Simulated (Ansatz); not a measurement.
# Si3Mo: the cost of one run

Method: DFT PBE, scalar-relativistic, plane waves, PAW, in Ansatz 0.2.0.

**1. The system as given**

The structure is cubic, space group Pm-3n (No. 223). The conventional cell has a = 4.812 Å, b = 4.812 Å, c = 4.812 Å, α = 90.00°, β = 90.00°, γ = 90.00°. Si (site symmetry -4m2) is surrounded by 2 Si at 2.41 Å and 4 Mo at 2.69 Å. Around Mo (site symmetry m-3) lie 12 Si at 2.69 Å.

Coordinates:

```
CELL_PARAMETERS angstrom
4.81199 0.00000 0.00000
0.00000 4.81199 0.00000
0.00000 0.00000 4.81199
ATOMIC_POSITIONS crystal
Si 0.25000 0.00000 0.50000
Si 0.50000 0.75000 0.00000
Si 0.75000 0.00000 0.50000
Si 0.50000 0.25000 0.00000
Si 0.00000 0.50000 0.75000
Si 0.00000 0.50000 0.25000
Mo 0.00000 0.00000 0.00000
Mo 0.50000 0.50000 0.50000
```

It is the end of an earlier relaxation with the same method, from a database cell with other species swapped in; it needn't be the stable form of this composition. At a tolerance of 0.05 Å it has space group Pm-3n (No. 223); it has 13.93 Å³/atom, an uncorrected energy of +0.02 eV/atom over the elements.

**2. Static run: bands, density of states and charges**

Contents of input.yaml:

```yaml
crystal:
  lattice:
    - [4.8119896195, 0.0, 0.0]
    - [0.0, 4.8119896195, 0.0]
    - [0.0, 0.0, 4.8119896195]
  atoms:
    - { symbol: Si, position: [0.25, 0.0, 0.5] }
    - { symbol: Si, position: [0.5, 0.75, 0.0] }
    - { symbol: Si, position: [0.75, 0.0, 0.5] }
    - { symbol: Si, position: [0.5, 0.25, 0.0] }
    - { symbol: Si, position: [0.0, 0.5, 0.75] }
    - { symbol: Si, position: [0.0, 0.5, 0.25] }
    - { symbol: Mo, position: [0.0, 0.0, 0.0] }
    - { symbol: Mo, position: [0.5, 0.5, 0.5] }
basis:
  ecutwfc: 420
kpoints:
  mp_grid: { grid: [8, 8, 8] }
  band_path:
    path:
      - [[0.0, 0.0, 0.0], [0.0, 0.5, 0.0], [0.5, 0.5, 0.0], [0.0, 0.0, 0.0], [0.5, 0.5, 0.5], [0.0, 0.5, 0.0]]
      - [[0.5, 0.5, 0.5], [0.5, 0.5, 0.0]]
    npoints: 14
hamiltonian:
  xc: pbe
scf:
  occupations: { method: gaussian, width: 0.1 }
  n_extra_bands: 20
output:
  forces: true
  stress: true
  eigenvalues: true
  populations: true
  dos: { projected: true, de: 0.02, nscf_kmesh: { grid: [10, 10, 10] } }
  bader: true
  write_density: true
  write_potential: true
  elf: true
  volumetric_format: npy
```

Command:

```sh
$ ansatz run input.yaml --threads 1 --pin off --max-ram 2560MiB --backend cpu --events-out ev --progress --plain --runs-dir out
```

What time and memory should one allow on 1 thread of Intel Xeon at 2.70GHz, shared host?

About 89 s, with a peak of 0.54 GiB.
